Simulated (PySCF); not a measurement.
**SmCl3(NH3): other functionals and bases at one geometry**

How far do other levels of theory move the description of SmCl3(NH3), and what does each cost? It is a constructed species; whether it can be made isn't addressed.

Computed with PySCF 2.14.0. Level: several levels, as the steps say, no spin–orbit coupling.

1 further run of the same task is left out (for a known fault of the program).

### 1 Where the work starts

8 atoms, charge 0, spin multiplicity 1.

Bond lengths: Sm1–Cl2 2.544 Å, Sm1–Cl3 2.544 Å, Sm1–Cl4 2.544 Å, Sm1–N5 2.523 Å, N5–H6 1.023 Å, N5–H7 1.023 Å, N5–H8 1.023 Å. Angles: Cl2–Sm1–Cl3 119.5°, Cl2–Sm1–Cl4 119.5°, Cl2–Sm1–N5 94.2°, Cl3–Sm1–Cl4 119.5°, Cl3–Sm1–N5 94.2°, Cl4–Sm1–N5 94.2°, Sm1–N5–H6 112.3°, Sm1–N5–H7 112.3°, Sm1–N5–H8 112.3°, H6–N5–H7 106.5°, H6–N5–H8 106.5°, H7–N5–H8 106.5°.

Coordinates:

```xyz
8
charge 0, multiplicity 1
Sm    0.0381   -0.0381    0.0381
Cl    1.1804    1.9268    1.1804
Cl   -1.9268   -1.1804    1.1804
Cl    1.1804   -1.1804   -1.9268
N    -1.4185    1.4185   -1.4185
H    -2.0287    2.0287   -0.8699
H    -0.8699    2.0287   -2.0287
H    -2.0287    0.8699   -2.0287
```

Formal oxidation states: Sm +3. Each metal's 5 4f electrons lie in its core potential, so multiplicities, spins and levels count the valence alone. An earlier session relaxed this geometry at PBE0, Sm lcecp-1-SVP with ECP51, Cl def2-SVP, N def2-SVP, H def2-SVP (singlet, point group C3v).

At PBE0 on the finer grid: E = -1471.193105 Eh, HOMO -8.39 eV, LUMO -1.15 eV, Mulliken charge on Sm1 +0.85 e, largest force component 0.005 eV/Å. 

Levels to run: TPSS; wB97X. Hardware: 2 threads of Intel Xeon at 2.50GHz (Skylake/Cascade Lake), shared host.

### 2 TPSS

File run.py (the lines that set the calculation):

```python
mol = gto.M(atom='''
Sm     0.03805    -0.03805     0.03805
Cl     1.18035     1.92681     1.18035
Cl    -1.92681    -1.18035     1.18035
Cl     1.18035    -1.18035    -1.92681
N     -1.41848     1.41848    -1.41848
H     -2.02866     2.02866    -0.86994
H     -0.86994     2.02866    -2.02866
H     -2.02866     0.86994    -2.02866''',
    basis={'Sm': 'lcecp-1-SVP', 'Cl': 'def2-SVP', 'N': 'def2-SVP', 'H': 'def2-SVP'},
    ecp={'Sm': 'lcecp-1-SVP'},
    charge=0, spin=0)
mf = dft.RKS(mol, xc='TPSS')
mf.grids.atom_grid = (75, 302)  # f atoms: unpruned, at least (60, 302)
mf = mf.density_fit()  # fitting sets: Sm AutoAux, Cl def2-universal-JKFIT, N def2-universal-JKFIT, H def2-universal-JKFIT
mf.conv_tol = 1e-08; mf.max_cycle = 55
mf.kernel(dm0)  # dm0: the density of the relaxed state
```

On the command line:

```
OMP_NUM_THREADS=2 python run.py
```

### 3 wB97X

run.py (the lines that set the calculation), as its differences from that of step 2:

```diff
@@ -12,3 +12,3 @@
     charge=0, spin=0)
-mf = dft.RKS(mol, xc='TPSS')
+mf = dft.RKS(mol, xc='WB97X')
 mf.grids.atom_grid = (75, 302)  # f atoms: unpruned, at least (60, 302)
```

What does the calculation give? Wanted: for each run, HOMO; gap; charge on Sm1; dipole; largest force.

**Answer**, as computed:

| level | state | HOMO (eV) | gap (eV) | charge on Sm1 (e) | dipole (D) | largest force (eV/Å) | basis functions | time |
| --- | --- | --- | --- | --- | --- | --- | --- | --- |
| PBE0 (relaxed here) | singlet | -8.39 | 7.24 | 0.85 | 5.16 | 0.01 | 116 | 22 s |
| TPSS | singlet | -7.14 | 5.54 | 0.80 | 5.12 | 0.17 | 116 | 38 s |
| wB97X | singlet | -10.76 | 11.32 | 0.86 | 5.15 | 0.08 | 116 | 38 s |

Times are on 2 threads of Intel Xeon at 2.50GHz (Skylake/Cascade Lake), shared host; the first row also made further properties.

In one basis the HOMO–LUMO gap runs from 5.54 eV (TPSS) to 11.32 eV (wB97X). The largest leftover force, 0.17 eV/Å with TPSS, stands at a geometry relaxed at another level. The Mulliken charge on Sm spans +0.80 to +0.86 e over the levels. With 4f in the core, its levels are missing from HOMO and gap. Total energies of different levels can't be compared. Spin–orbit coupling is left out throughout.
